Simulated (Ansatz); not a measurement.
This script makes an equation of state with a fit of AgB₂, space group P6/mmm with the Ansatz DFT code, driven from Python.

Script `eos_agb2.py`:
```python
'''Energy against volume for AgB2, with a fit.'''

import argparse

import ansatz as az
import numpy as np

parser = argparse.ArgumentParser(description='Energy against volume for AgB2, with a fit.')
parser.add_argument('--occupations', default='methfessel_paxton', help='how the bands are filled')
parser.add_argument('--extra-bands', type=int, required=True, help='empty bands')
parser.add_argument('--xc', default='PBEsol', help='exchange-correlation functional')
parser.add_argument('--kmesh', type=int, nargs=3, required=True, help='k-point sampling')
args = parser.parse_args()

vectors0 = np.array([
    [3.026804, 0.0, 0.0],
    [-1.513402, 2.621289, 0.0],
    [0.0, 0.0, 4.063922],
])
sites = [
    ('Ag', (0.0, 0.0, 0.0)),
    ('B', (1 / 3, 2 / 3, 0.5)),
    ('B', (2 / 3, 1 / 3, 0.5)),
]


def build(cell):
    crystal = az.Crystal(lattice=az.Lattice.of(cell))
    for symbol, position in sites:
        crystal = crystal.atom(symbol, position)
    return crystal


def main() -> None:
    # scale the volume, keep shape and fractions
    volumes, energies, pressures = [], [], []
    for scale in np.linspace(0.9, 1.1, 9):
        cell = vectors0 * scale ** (1 / 3)
        job = (
            build(cell).calculation()
            .occupations(args.occupations)  # the run then minimises F = E - TS
            .scf(extra_bands=args.extra_bands)
            .functional(args.xc)
            .basis(24 * az.Ha)
            .kpoints(*args.kmesh)  # sampling of the Brillouin zone
            .stress()
        )
        rep = job.run(threads=1).report
        volumes.append(abs(np.linalg.det(cell)) / len(sites))
        energies.append(rep['free_energy_ev'] / len(sites))
        pressures.append(np.trace(rep['stress_gpa']) / 3)
        print(f'V = {volumes[-1]:8.4f} A^3/atom  F = {energies[-1]:.5f} eV/atom  P = {pressures[-1]:8.3f} GPa')

    # third-order Birch-Murnaghan: a cubic in V^(-2/3)
    x = np.array(volumes) ** (-2 / 3)
    poly = np.polynomial.Polynomial.fit(x, energies, 3).convert()
    roots = poly.deriv().roots()
    x0 = min((r.real for r in roots if abs(r.imag) < 1e-9 and poly.deriv(2)(r.real) > 0), key=lambda r: abs(r - x.mean()))
    v0 = x0 ** -1.5
    b0 = 4 / 9 * poly.deriv(2)(x0) * v0 ** (-7 / 3) * 160.21766
    b1 = 4 + 2 / 3 * x0 * poly.deriv(3)(x0) / poly.deriv(2)(x0)
    print(f'V0 = {v0:.4f} A^3/atom, B0 = {b0:.1f} GPa, dB/dP = {b1:.2f}')


if __name__ == '__main__':
    main()
```

Its results, one of them left out:

| V (Å³/atom) | F less the lowest row shown (meV/atom) |
| --- | --- |
| 9.673 | 26.69 |
| 9.942 | 9.15 |
| 10.210 | 0.64 |
| 10.479 | 0.00 |
| 10.748 | 6.24 |
| 11.017 | 18.49 |
| 11.285 | ? |
| 11.554 | 58.06 |
| 11.823 | 84.12 |

What is the missing energy at 11.285 Å³ an atom?

A third-order Birch-Murnaghan fit, E = E0 + (9 V0 B0 / 16) [(t - 1)³ B' + (t - 1)² (6 - 4t)] with t = (V0/V)^(2/3), through the 8 rows shown gives V0 = 10.367 Å³, B0 = 167.2 GPa, B' = 4.25 and E0 = -0.62 meV. At V = 11.285 Å³, t = 0.94496, and the fit interpolates to 35.98 meV. The run gave 35.98 meV, a miss of 0.00 meV.

Reading the output:
- The settings weren't tested for convergence.
- Shape and fractional positions are held along the curve, so the bulk modulus is an upper value where they are free to relax.
- The mesh is modest for a metal, so energies can be off by several to tens of meV an atom and pressures by half a GPa or more; differences at equal mesh fare better.
- Pressure is positive in compression.
- At these settings the cell as given stands under about -6 GPa, so it isn't at this functional's equilibrium volume.
- This cell is a computed structure, which may not be the phase found in nature.
- It ran for 21 s on 1 thread of Arm Neoverse V2, with other jobs on the host, peak memory 0.42 GiB.
